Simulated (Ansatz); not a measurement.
# Y2CI2: the cost of one run

Computed with Ansatz 0.2.0 (reference: DFT, PBEsol, plane waves, PAW, unless a step's input says otherwise).

### 1 The starting structure

Symmetry: P-3m1, No. 164, trigonal system. The conventional cell has a = 3.858 Å, b = 3.858 Å, c = 10.470 Å, α = 90.00°, β = 90.00°, γ = 120.00°. Y (site symmetry 3m) has 3 C at 2.58 Å and 3 I at 3.10 Å as nearest neighbours. C (site symmetry -3m) has 6 Y at 2.58 Å as nearest neighbours. I (site symmetry 3m) has 3 Y at 3.10 Å as nearest neighbours.

As a file:

```xyz
5
Lattice="3.8575 0.0000 0.0000 -1.9288 3.3407 0.0000 0.0000 0.0000 10.4702" Properties=species:S:1:pos:R:3 pbc="T T T"
Y     0.0000    2.2272    1.3096
Y     1.9288    1.1136    9.1607
C     0.0000    0.0000    0.0000
I     0.0000    2.2272    7.0071
I     1.9288    1.1136    3.4631
```

### 2 Reference

input.yaml

```yaml
crystal:
  lattice:
    - [3.8575382416, 0.0, 0.0]
    - [-1.9287691208, 3.3407261133, 0.0]
    - [0.0, 0.0, 10.4702413079]
  atoms:
    - { symbol: "Y", position: [0.3333333333, 0.6666666667, 0.1250769446] }
    - { symbol: "Y", position: [0.6666666667, 0.3333333333, 0.8749230554] }
    - { symbol: C, position: [0.0, 0.0, 0.0] }
    - { symbol: I, position: [0.3333333333, 0.6666666667, 0.6692415155] }
    - { symbol: I, position: [0.6666666667, 0.3333333333, 0.3307584845] }
kpoints:
  mp_grid: { grid: [6, 6, 2] }
hamiltonian:
  xc: pbesol
scf:
  occupations: { method: fixed }
  n_extra_bands: 5
output:
  forces: true
  stress: true
  eigenvalues: true
```

Run with:

```sh
> ansatz run input.yaml --threads 4 --pin off --max-ram 4608MiB --backend cpu --events-out ev --progress --plain --runs-dir out
```

What time and memory should one allow on 4 threads of Arm Neoverse N1, shared host?

About 2.7 s, with a peak of 0.53 GiB.
